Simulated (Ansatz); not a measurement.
**TaRu: how the settings move a relaxation**

How sensitive is a relaxation of TaRu to its settings? A reference run comes first, then one run with altered input.

Method: reference: DFT, PBEsol, PAW with Ansatz's default frozen-core files, scalar-relativistic; relaxation of cell and atoms, in Ansatz 0.2.0.

## Step 1: Starting point

It takes space group P4/mmm (No. 123, tetragonal). The conventional cell has a = 3.053 Å, b = 3.053 Å, c = 3.389 Å, α = 90.00°, β = 90.00°, γ = 90.00°. Ta (site symmetry 4/mmm) is surrounded by 8 Ru at 2.74 Å and 4 Ta at 3.05 Å. Ru (site symmetry 4/mmm) has 8 Ta at 2.74 Å and 4 Ru at 3.05 Å as nearest neighbours.

Structure file:

```
CELL_PARAMETERS angstrom
3.05300 0.00000 0.00000
0.00000 3.05300 0.00000
0.00000 0.00000 3.38900
ATOMIC_POSITIONS crystal
Ta 0.50000 0.50000 0.50000
Ru 0.00000 0.00000 0.00000
```

## Step 2: Reference

File input.yaml:

```yaml
crystal:
  lattice:
    - [3.053, 0.0, 0.0]
    - [0.0, 3.053, 0.0]
    - [0.0, 0.0, 3.389]
  atoms:
    - { symbol: Ta, position: [0.5, 0.5, 0.5] }
    - { symbol: Ru, position: [0.0, 0.0, 0.0] }
kpoints:
  mp_grid: { grid: [14, 14, 12] }
scf:
  occupations: { method: fermi_dirac, width: 0.05 }
hamiltonian:
  xc: pbesol
  pseudopotentials: { kind: paw }
relax:
  f_tol: 0.002
  max_steps: 80
  cell: {}
output:
  forces: true
  stress: true
  write_density: true
  write_potential: true
  elf: true
  volumetric_format: npy
```

The run is started by

```
$ ansatz run input.yaml --threads 1 --pin off --max-ram 3072MiB --backend cpu --events-out ev --progress --plain --runs-dir out
```

## Step 3: Variant: hubbard.sites [{species: Ru, l: d, u_eff: 1.0}], hubbard.double_counting amf

Changes to input.yaml since step 2:

```diff
@@ -15,2 +15,3 @@
   pseudopotentials: { kind: paw }
+  hubbard: { sites: [{ species: Ru, l: d, u_eff: 1.0 }], double_counting: amf }
 relax:
```

Before running it: what results should come out? Wanted: for each run, ending; energy change; pressure; gap; force.

As calculated:

```tsv
run	ending	energy change	pressure (GPa)	gap (eV)	force (eV/Å)	cycles	time
reference	converged	0	0.0	0.00	0.00	34	44 s
1: hubbard.sites [{species: Ru, l: d, u_eff: 1.0}], hubbard.double_counting amf	converged	-12.8 meV/atom (U changed: no physical gain or loss)	0.0	0.00	0.00	36	74 s
```

What this shows: Changing the Hubbard U moves the energy by -12.8 meV/atom. The U term adds an energy of its own, so the shift says nothing about which run is better. Cost: 36 SCF cycles against 34, 74 s against 44 s. A changed U is a change of model: its shifts are not errors of convergence.
